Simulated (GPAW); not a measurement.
The system is Ta3AsAu2O13.

```
Ta As Au O
1.0
     5.24237    3.02668    4.14273
    -5.24237    3.02668    4.14273
     0.00000   -6.05337    4.14273
Ta As Au O
3 1 2 13
Direct
  0.23108 0.57229 0.23108
  0.23108 0.23108 0.57229
  0.57229 0.23108 0.23108
  0.55878 0.55878 0.55878
  0.96559 0.96559 0.96559
  0.75105 0.75105 0.75105
  0.40884 0.66762 0.40884
  0.40884 0.40884 0.66762
  0.66762 0.40884 0.40884
  0.49726 0.01313 0.36024
  0.36024 0.49726 0.01313
  0.01313 0.36024 0.49726
  0.36024 0.01313 0.49726
  0.01313 0.49726 0.36024
  0.49726 0.36024 0.01313
  0.10963 0.74806 0.10963
  0.10963 0.10963 0.74806
  0.74806 0.10963 0.10963
  0.30840 0.30840 0.30840
```

The cell was built by a generator and needn't be a form met in nature.

Program: GPAW 26.7.0. Alike in all runs: task band structure; no spin polarisation; cell as given; k mesh 3 × 3 × 3; cutoff (eV) 800; smearing fermi-dirac 0.05 eV.

Q: Order these runs on this cell by their pressure, lowest first.
A. level r2SCAN; potentials or basis GPAW PAW data sets (gpaw-data 1.2.1), pw
B. level LDA; potentials or basis the program's PAW data sets (release 1.2.1) made for this functional, pw
C. level RPBE; potentials or basis the program's PAW data sets (release 1.2.1) made for this functional, pw

A: B (-5.8 GPa), A (-2.4 GPa), C (3.3 GPa).

Caveats: with this Au data set, volumes or pressures lay over 1.5 % or 2 GPa off other programs in two to four cells of ten; the PAW data sets were made with another functional, which shifts forces and pressure a little (some runs).

Runs at the PBE level aren't shown here.
